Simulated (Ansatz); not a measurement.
**C2H7AlSi: how energies converge with the basis set**

How large a basis does C2H7AlSi need? Two functionals are run in growing sets.

Computed with Ansatz 0.2.0, Gaussian basis. Level: one geometry, several basis sets.

Plan: PBE0-D4/def2-SVP; ωB97M-V/def2-SVP; PBE0-D4/def2-QZVPP; ωB97M-V/def2-QZVPP; the functionals' def2-TZVPP values are taken from earlier runs.

## Step 1: The geometry

The geometry comes from an earlier relaxation with PBE0-D4 in a triple-zeta def2 set; it is a stationary point, not always the lowest conformer.

SMILES `[CH2]1[AlH][CH2][SiH2]1`, 11 atoms, charge 0, spin multiplicity 1.

Atoms are counted from 1 here; the program's logs count them from 0.

Bond lengths: C1–Al2 1.968 Å, C1–Si4 1.890 Å, C1–H5 1.090 Å, C1–H6 1.098 Å, Al2–C3 1.968 Å, Al2–H7 1.588 Å, C3–Si4 1.890 Å, C3–H8 1.098 Å, C3–H9 1.090 Å, Si4–H10 1.492 Å, Si4–H11 1.491 Å. Angles: Al2–C1–Si4 85.3°, Al2–C1–H5 122.9°, Al2–C1–H6 110.3°, Si4–C1–H5 118.5°, Si4–C1–H6 110.7°, H5–C1–H6 107.6°, C1–Al2–C3 90.6°, C1–Al2–H7 134.6°, C3–Al2–H7 134.6°, Al2–C3–Si4 85.3°, Al2–C3–H8 110.2°, Al2–C3–H9 123.0°, Si4–C3–H8 110.7°, Si4–C3–H9 118.6°, H8–C3–H9 107.6°, C1–Si4–C3 95.5°, C1–Si4–H10 110.4°, C1–Si4–H11 115.7° and more.

Geometry (Å):

```mol
C2H7AlSi
  3D, bonds by distance, orders not assigned

 11 11  0  0  0  0  0  0  0  0999 V2000
   -0.3803    1.1427   -0.7160 C   0  0
    0.9969    0.8839    0.6657 Al  0  0
    0.3771   -0.9590    0.9688 C   0  0
   -0.5840   -0.7350   -0.6432 Si  0  0
   -0.1723    1.6068   -1.6800 H   0  0
   -1.2577    1.6455   -0.2886 H   0  0
    2.1846    1.7703    1.2375 H   0  0
   -0.3073   -0.9917    1.8267 H   0  0
    1.0564   -1.8067    1.0574 H   0  0
    0.1416   -1.3806   -1.7751 H   0  0
   -1.9897   -1.2334   -0.6327 H   0  0
  1  2  8  0
  2  3  8  0
  3  4  8  0
  1  5  8  0
  1  6  8  0
  2  7  8  0
  3  8  8  0
  3  9  8  0
  4 10  8  0
  4 11  8  0
  1  4  8  0
M  END
```

## Step 2: PBE0-D4 in def2-SVP

File in.yaml:

```yaml
crystal:
  periodic: [false, false, false]
  atoms:
    - {symbol: C, position_ang: [-0.380256, 1.142680, -0.716004]}
    - {symbol: Al, position_ang: [0.996908, 0.883919, 0.665668]}
    - {symbol: C, position_ang: [0.377131, -0.958990, 0.968761]}
    - {symbol: Si, position_ang: [-0.584030, -0.734957, -0.643156]}
    - {symbol: H, position_ang: [-0.172257, 1.606841, -1.679965]}
    - {symbol: H, position_ang: [-1.257682, 1.645515, -0.288579]}
    - {symbol: H, position_ang: [2.184569, 1.770338, 1.237506]}
    - {symbol: H, position_ang: [-0.307332, -0.991737, 1.826696]}
    - {symbol: H, position_ang: [1.056409, -1.806667, 1.057394]}
    - {symbol: H, position_ang: [0.141633, -1.380560, -1.775090]}
    - {symbol: H, position_ang: [-1.989693, -1.233382, -0.632733]}
basis:
  gaussian: {orbitals: def2-SVP}
hamiltonian: {xc: pbe0, dispersion: d4}
output: {orbitals: {seedname: orbitals}}
```

Further steps of the session: ωB97M-V in def2-SVP; PBE0-D4 in def2-QZVPP; ωB97M-V in def2-QZVPP.

**Question.** What will the summary of the whole plan be? Wanted: PBE0-D4: double and triple zeta above quadruple; ωB97M-V: double and triple zeta above quadruple.

The runs gave:

| quantity | value |
| --- | --- |
| PBE0-D4: double and triple zeta above quadruple | 8.11, 0.60 eV |
| ωB97M-V: double and triple zeta above quadruple | 8.23, 0.56 eV |

**Reading.** PBE0-D4 gains 7.51 eV from double to triple zeta, then 0.60 eV more. Total energies overstate the basis error of differences, where much of it tends to cancel.
